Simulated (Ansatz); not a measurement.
# LiBe16: the cost of one run

Method: DFT PBEsol, plane waves, PAW, scalar-relativistic, no spin polarisation, in Ansatz 0.2.0.

### Step 1. The starting structure

The cell holds 17 atoms (Be16Li): a = 4.580 Å, b = 3.966 Å, c = 7.177 Å, α = 90.00°, β = 90.00°, γ = 90.00°.

Its coordinates follow in the input file.

### Step 2. Relaxing the start

input.yaml reads:

```yaml
crystal:
  lattice:
    - [-2.29, -3.966396, 0.0]
    - [3.435, -1.983198, 0.0]
    - [0.0, 0.0, 7.17686]
  atoms:
    - { symbol: Be, position: [0.75, 0.5, 0.0] }
    - { symbol: Be, position: [0.5, 0.3333333, 0.25] }
    - { symbol: Be, position: [0.75, 0.5, 0.5] }
    - { symbol: Be, position: [0.5, 0.3333333, 0.75] }
    - { symbol: Be, position: [0.5, 0.0, 0.0] }
    - { symbol: Be, position: [0.25, 0.8333333, 0.25] }
    - { symbol: Be, position: [0.5, 0.0, 0.5] }
    - { symbol: Be, position: [0.25, 0.8333333, 0.75] }
    - { symbol: Be, position: [0.25, 0.5, 0.0] }
    - { symbol: Be, position: [0.0, 0.3333333, 0.25] }
    - { symbol: Be, position: [0.25, 0.5, 0.5] }
    - { symbol: Be, position: [0.0, 0.3333333, 0.75] }
    - { symbol: Be, position: [0.0, 0.0, 0.0] }
    - { symbol: Be, position: [0.75, 0.8333333, 0.25] }
    - { symbol: Be, position: [0.0, 0.0, 0.5] }
    - { symbol: Be, position: [0.75, 0.8333333, 0.75] }
    - { symbol: Li, position: [-0.0034373, 0.6820984, 0.1229727] }
basis:
  ecutwfc: 420.0
kpoints:
  mp_grid: { grid: [3, 3, 2] }
hamiltonian:
  xc: pbesol
scf:
  occupations: { method: fermi_dirac, width: 0.05 }
  lower_state_search: "off"
relax:
  f_tol: 0.08
  max_steps: 25
  adjacent_minimum: "off"
output:
  write_density: true
  write_potential: true
  elf: true
  volumetric_format: npy
```

On the command line:

```console
> ansatz run input.yaml --threads 1 --pin off --max-ram 3072MiB --backend cpu --events-out ev --progress --plain --runs-dir out
```

What time and memory should one allow on 1 thread of Arm Neoverse V2, shared host?

About 51 s, with a peak of 0.33 GiB.
